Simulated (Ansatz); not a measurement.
**C₆H₁₁AuN₂O: a ladder of functionals and wavefunction methods**

An exercise on one series of results from a longer session: the logs are not shown, and one member is left open.

Program: Ansatz 0.2.0, Gaussian basis. Level of theory: functionals in def2-TZVPP, the program's frozen cores in correlated methods. These are calculated values, not measurements.

The runs, in order: LDA (SPW92), PBE-D4, revPBE-D4, BLYP-D4, r2SCAN-D4, B97M-V, PBE0-D4, B3LYP-D4, r2SCANh-D4, r2SCAN0-D4, HSE06-D4, BHLYP-D4, CAM-B3LYP-D4, LC-ωPBE, ωB97X-V, ωB97M-V, B2PLYP, PBE-QIDH; CCSD(T)/def2-SVP; CCSD(T)/def2-TZVPP; MP2/def2-QZVPP; extrapolation to the limit; RPA on PBE.

### The geometry

The geometry comes from an earlier relaxation with PBE0-D4 in a triple-zeta def2 set; it is a stationary point, not always the lowest conformer. Au takes the def2 core potential; no spin-orbit term is included.

21 atoms, charge 0, spin multiplicity 1.

Atoms are counted from 1 here; the program's logs count them from 0.

Bond lengths: C1–O2 1.389 Å, C1–H11 1.103 Å, C1–H12 1.100 Å, C1–H13 1.103 Å, O2–Au3 1.969 Å, Au3–C4 1.969 Å, C4–N5 1.353 Å, C4–N9 1.353 Å, N5–C6 1.444 Å, N5–C7 1.374 Å, C6–H14 1.088 Å, C6–H15 1.091 Å, C6–H16 1.091 Å, C7–C8 1.349 Å, C7–H17 1.077 Å, C8–N9 1.374 Å, C8–H18 1.077 Å, N9–C10 1.444 Å and more. Angles: O2–C1–H11 113.5°, O2–C1–H12 109.0°, O2–C1–H13 113.5°, H11–C1–H12 106.7°, H11–C1–H13 106.9°, H12–C1–H13 106.8°, C1–O2–Au3 120.6°, O2–Au3–C4 176.8°, Au3–C4–N5 127.9°, Au3–C4–N9 127.7°, N5–C4–N9 104.4°, C4–N5–C6 124.4°, C4–N5–C7 111.1°, C6–N5–C7 124.4°, N5–C6–H14 107.9°, N5–C6–H15 110.3°, N5–C6–H16 110.3°, H14–C6–H15 109.4° and more.

Set-up of the first run:

The input, in.yaml:

```yaml
crystal:
  periodic: [false, false, false]
  atoms:
    - {symbol: C, position_ang: [1.478064, -3.583324, -1.745096]}
    - {symbol: O, position_ang: [2.053448, -2.519902, -1.060550]}
    - {symbol: Au, position_ang: [0.944185, -1.026698, -0.414911]}
    - {symbol: C, position_ang: [-0.073711, 0.512639, 0.271936]}
    - {symbol: N, position_ang: [-1.401418, 0.747935, 0.161370]}
    - {symbol: C, position_ang: [-2.333268, -0.128903, -0.507265]}
    - {symbol: C, position_ang: [-1.747476, 1.930621, 0.770199]}
    - {symbol: C, position_ang: [-0.611349, 2.452707, 1.275927]}
    - {symbol: N, position_ang: [0.399285, 1.575321, 0.963137]}
    - {symbol: C, position_ang: [1.784796, 1.764262, 1.323494]}
    - {symbol: H, position_ang: [0.982393, -3.285576, -2.684649]}
    - {symbol: H, position_ang: [2.264451, -4.303177, -2.016012]}
    - {symbol: H, position_ang: [0.731358, -4.136826, -1.150851]}
    - {symbol: H, position_ang: [-1.774213, -0.977808, -0.896272]}
    - {symbol: H, position_ang: [-3.089730, -0.484661, 0.194255]}
    - {symbol: H, position_ang: [-2.819438, 0.393491, -1.332845]}
    - {symbol: H, position_ang: [-2.760050, 2.295700, 0.791809]}
    - {symbol: H, position_ang: [-0.438759, 3.362674, 1.824816]}
    - {symbol: H, position_ang: [2.348899, 0.909794, 0.954448]}
    - {symbol: H, position_ang: [2.173667, 2.676999, 0.869022]}
    - {symbol: H, position_ang: [1.888868, 1.824711, 2.408046]}
basis:
  gaussian: {orbitals: def2-TZVPP}
hamiltonian: {xc: lda}
output: {orbitals: {seedname: orbitals}}
```

The run is started by

```console
$ ansatz run in.yaml --threads 4 --pin off --events-out ev --progress --plain --max-ram 46080MiB --backend cuda --devices 0, --max-vram 37GiB
```

Steps of the session up to this table: LDA; PBE-D4 (GGA); revPBE-D4 (GGA); BLYP-D4 (GGA); r2SCAN-D4 (meta-GGA); B97M-V (meta-GGA); B3LYP-D4 (hybrid); r2SCANh-D4 (hybrid); r2SCAN0-D4 (hybrid); HSE06-D4 (hybrid); BHLYP-D4 (hybrid); CAM-B3LYP-D4 (range-separated); LC-ωPBE (range-separated); ωB97X-V (range-separated); ωB97M-V (range-separated); B2PLYP (double hybrid); PBE-QIDH (double hybrid).

One of the session's tables, all rows but one given; the rest of the session is left out.

It belongs to the step «Frontier levels by functional». 

```
  functional  HOMO (eV)  gap (eV)
 LDA (SPW92)      -4.26      2.92
      PBE-D4      -4.06      2.95
   revPBE-D4      -3.98      2.97
     BLYP-D4      -3.95      2.95
   r2SCAN-D4      -4.26      3.34
      B97M-V      -4.34      3.36
     PBE0-D4      -5.34      5.05
    B3LYP-D4      -5.13      4.61
  r2SCANh-D4      -4.75      4.12
  r2SCAN0-D4      -5.52      5.33
    HSE06-D4          ?         ?
    BHLYP-D4      -6.64      7.19
CAM-B3LYP-D4      -6.67      7.32
     LC-ωPBE      -7.90      9.61
     ωB97X-V      -7.63      9.23
     ωB97M-V      -7.61      9.01
```

Estimate the missing values for HSE06-D4.

**Answer.** HOMO (eV): -4.94; gap (eV): 4.29. In the column «HOMO (eV)» it lies between B3LYP-D4 (-5.13) and r2SCANh-D4 (-4.75).
